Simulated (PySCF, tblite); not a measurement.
**C₂H₁₂Si₃: geometry, infrared bands and NMR shifts**

What infrared bands and NMR shifts should C₂H₁₂Si₃ (`CC([SiH3])([SiH3])[SiH3]`) show?

Computed with tblite 0.8.0 and PySCF 2.14.0, with density-fitted response routines of our own, on a single molecule in the gas phase. Atoms count from 0, in the outputs and in this text.

### Step 1. The starting structure

17 atoms, charge 0, multiplicity 1; geometry from: force field or distance geometry start.

Bonds of the start (Å): C0–C1 1.53, C1–Si2 1.87, C1–Si3 1.87, C1–Si4 1.88, C0–H5 1.11, C0–H6 1.09, C0–H7 1.10, Si2–H8 1.48, Si2–H9 1.50, Si2–H10 1.48, Si3–H11 1.48, Si3–H12 1.48, Si3–H13 1.49, Si4–H14 1.48, Si4–H15 1.48, Si4–H16 1.48.

### Step 2. Geometry optimisation with GFN2-xTB

What the job is given:

```
{"job": {"kind": "relax", "xc": "GFN2-xTB", "basis": "xTB"}, "charge": 0, "multiplicity": 1}
C     -0.073300    -0.018200    -1.752900
C     -0.015300     0.002500    -0.224900
Si    -0.083400     1.698800     0.551700
Si    -1.384900    -0.938600     0.622800
Si     1.552200    -0.744100     0.500300
H     -1.020800     0.427800    -2.123800
H     -0.029400    -1.032400    -2.158200
H      0.749500     0.555200    -2.199800
H     -0.016800     1.686400     2.033000
H     -1.356100     2.376900     0.150600
H      1.015400     2.540600     0.032800
H     -2.705500    -0.393300     0.234800
H     -1.378800    -2.361500     0.198100
H     -1.289500    -0.919800     2.110900
H      1.693400    -2.141400     0.045500
H      2.736100    -0.011800    -0.011200
H      1.600400    -0.715000     1.980500
```

Started as:

```sh
OMP_NUM_THREADS=1 python probes_run.py task.json out
```

One launch serves the whole session: the jobs run in the order shown.

**Question.** This job is followed by: GFN2-xTB harmonic vibrations, gas phase; GIAO PBE0/pcSseg-1 NMR shielding, non-relativistic, gas phase. Predict these results of the whole session: strongest single infrared mode (GFN2-xTB); zero-point energy (GFN2-xTB); 13C shifts against TMS (PBE0/pcSseg-1); 1H shifts against TMS (PBE0/pcSseg-1, means over atoms taken as alike); 29Si shifts against TMS (PBE0/pcSseg-1, means over atoms taken as alike).

As calculated:

```
                                                                quantity                  value
                               strongest single infrared mode (GFN2-xTB)  2274 cm⁻¹, 963 km/mol
                                            zero-point energy (GFN2-xTB)          72.9 kcal/mol
                                  13C shifts against TMS (PBE0/pcSseg-1)        20.1, -11.5 ppm
  1H shifts against TMS (PBE0/pcSseg-1, means over atoms taken as alike)         3.96, 1.38 ppm
29Si shifts against TMS (PBE0/pcSseg-1, means over atoms taken as alike)              -58.5 ppm
```

Relaxing lowered the energy by 0.247 eV in 31 steps; the close pair that moved most is C1–Si3, from 1.865 to 1.908 Å. All 45 modes are real, so the xTB geometry is a minimum. The strongest single mode, at 2274 cm⁻¹, is spread over several atoms, H13, H16, H8 among them. Unscaled tight-binding wavenumbers are off by several per cent, some by more. Its intensities can rank the bands wrongly. At PBE0/pcSseg-1: The widest tensor belongs to Si2, Si3, Si4: span 121 ppm, with a paramagnetic part of -473 ppm.
